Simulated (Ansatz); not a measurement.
# C3H5BCl2: small, medium and large basis sets

An exercise on one series of results from a longer session: the logs are not shown, and one member is left open.

The runs use Ansatz 0.2.0, Gaussian basis; one geometry, several basis sets.

Levels to be run: PBE0-D4/def2-SVP; ωB97M-V/def2-SVP; PBE0-D4/def2-QZVPP; ωB97M-V/def2-QZVPP; the functionals' def2-TZVPP values are taken from earlier runs.

## The geometry

An earlier PBE0-D4 in a triple-zeta def2 set relaxation fixed the geometry.

SMILES `B[C@]1(Cl)C[C@H]1Cl`, 11 atoms, charge 0, spin multiplicity 1.

Atoms are counted from 1 here; the program's logs count them from 0.

Bond lengths: B1–C2 1.527 Å, B1–H7 1.198 Å, B1–H8 1.191 Å, C2–Cl3 1.755 Å, C2–C4 1.526 Å, C2–C5 1.542 Å, C4–C5 1.468 Å, C4–H9 1.082 Å, C4–H10 1.083 Å, C5–Cl6 1.734 Å, C5–H11 1.081 Å. Angles: C2–B1–H7 117.2°, C2–B1–H8 122.1°, H7–B1–H8 120.7°, B1–C2–Cl3 118.1°, B1–C2–C4 119.3°, B1–C2–C5 114.7°, Cl3–C2–C4 115.8°, Cl3–C2–C5 117.4°, C4–C2–C5 57.2°, C2–C4–C5 61.9°, C2–C4–H9 114.2°, C2–C4–H10 118.1°, C5–C4–H9 116.6°, C5–C4–H10 119.2°, H9–C4–H10 115.8°, C2–C5–C4 60.9°, C2–C5–Cl6 120.1°, C2–C5–H11 115.9° and more.

The first run:

Contents of in.yaml:

```yaml
crystal:
  periodic: [false, false, false]
  atoms:
    - {symbol: B, position_ang: [-1.274822, -0.541543, 0.910170]}
    - {symbol: C, position_ang: [-0.498335, 0.041991, -0.268083]}
    - {symbol: Cl, position_ang: [-1.409915, 0.718774, -1.606328]}
    - {symbol: C, position_ang: [0.869467, -0.535637, -0.620026]}
    - {symbol: C, position_ang: [0.824660, 0.736409, 0.112341]}
    - {symbol: Cl, position_ang: [1.279464, 2.221688, -0.659026]}
    - {symbol: H, position_ang: [-0.636208, -0.998483, 1.814366]}
    - {symbol: H, position_ang: [-2.465292, -0.537712, 0.947510]}
    - {symbol: H, position_ang: [1.117744, -0.480444, -1.671976]}
    - {symbol: H, position_ang: [1.193653, -1.431058, -0.104845]}
    - {symbol: H, position_ang: [1.064983, 0.749014, 1.166295]}
basis:
  gaussian: {orbitals: def2-SVP}
hamiltonian: {xc: pbe0, dispersion: d4}
output: {orbitals: {seedname: orbitals}}
```

Steps of the session up to this table: PBE0-D4 in def2-SVP; ωB97M-V in def2-SVP; PBE0-D4 in def2-QZVPP; ωB97M-V in def2-QZVPP.

One of the session's tables, all rows but one given; the rest of the session is left out.

It belongs to the step «Density functionals: the series». 

| functional | basis | HOMO (eV) | LUMO (eV) |
| --- | --- | --- | --- |
| PBE0-D4 | def2-SVP | -7.85 | -1.73 |
| PBE0-D4 | def2-TZVPP | ? | ? |
| PBE0-D4 | def2-QZVPP | -8.01 | -1.90 |
| ωB97M-V | def2-SVP | -10.03 | 0.33 |
| ωB97M-V | def2-TZVPP | -10.18 | 0.06 |
| ωB97M-V | def2-QZVPP | -10.23 | -0.04 |

Estimate the missing values for PBE0-D4, def2-TZVPP.

The run gave: HOMO (eV): -7.97; LUMO (eV): -1.86. In the column «HOMO (eV)» it lies between PBE0-D4, def2-QZVPP (-8.01) and PBE0-D4, def2-SVP (-7.85).
